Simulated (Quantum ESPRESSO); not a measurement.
Crystal: Si3MoN.

```
CELL_PARAMETERS angstrom
4.56638 0.00000 0.00000
0.00000 4.56638 0.00000
0.00000 0.00000 4.56638
ATOMIC_POSITIONS crystal
Si 0.00000 0.50000 0.50000
Si 0.50000 0.00000 0.50000
Si 0.50000 0.50000 0.00000
Mo 0.50000 0.50000 0.50000
N 0.00000 0.00000 0.00000
```

The cell was built by a generator and needn't be a form met in nature.

```yaml
Program: Quantum ESPRESSO 7.5
Task: relaxation of cell and atoms
Functional: B86bPBE
Potentials_or_basis: GBRV 1.5 PBE
Cutoff: 612 eV
Density_cutoff: 4898 eV
k_mesh: 6 × 6 × 6
Occupations: cold, width 0.136 eV
Spin: no spin polarisation
```

At the start: pressure 6.7 GPa; volume 19.04 Å³/atom.

Q: Where does the relaxation end?

A: Over 4 steps the energy falls by 29.4 meV/atom and the volume is 20.51 Å³/atom (+7.7 %); space group Pm-3m (No. 221, to 0.05 Å).

Step by step:
```tsv
step	energy change (eV)	largest force (eV/Å)	pressure (GPa)	volume (Å³)
1	0.0000	0.0000	6.66	95.22
2	-0.0258	0.0000	5.98	95.87
3	-0.1464	0.0000	0.28	102.19
4	-0.1469	0.0000	0.02	102.54
```

Final structure:
```
CELL_PARAMETERS angstrom
4.68057 0.00000 0.00000
0.00000 4.68057 0.00000
0.00000 0.00000 4.68057
ATOMIC_POSITIONS crystal
Si 0.00000 0.50000 0.50000
Si 0.50000 0.00000 0.50000
Si 0.50000 0.50000 0.00000
Mo 0.50000 0.50000 0.50000
N 0.00000 0.00000 0.00000
```

Caveat: the potentials were made for another functional, which shifts forces and pressure.
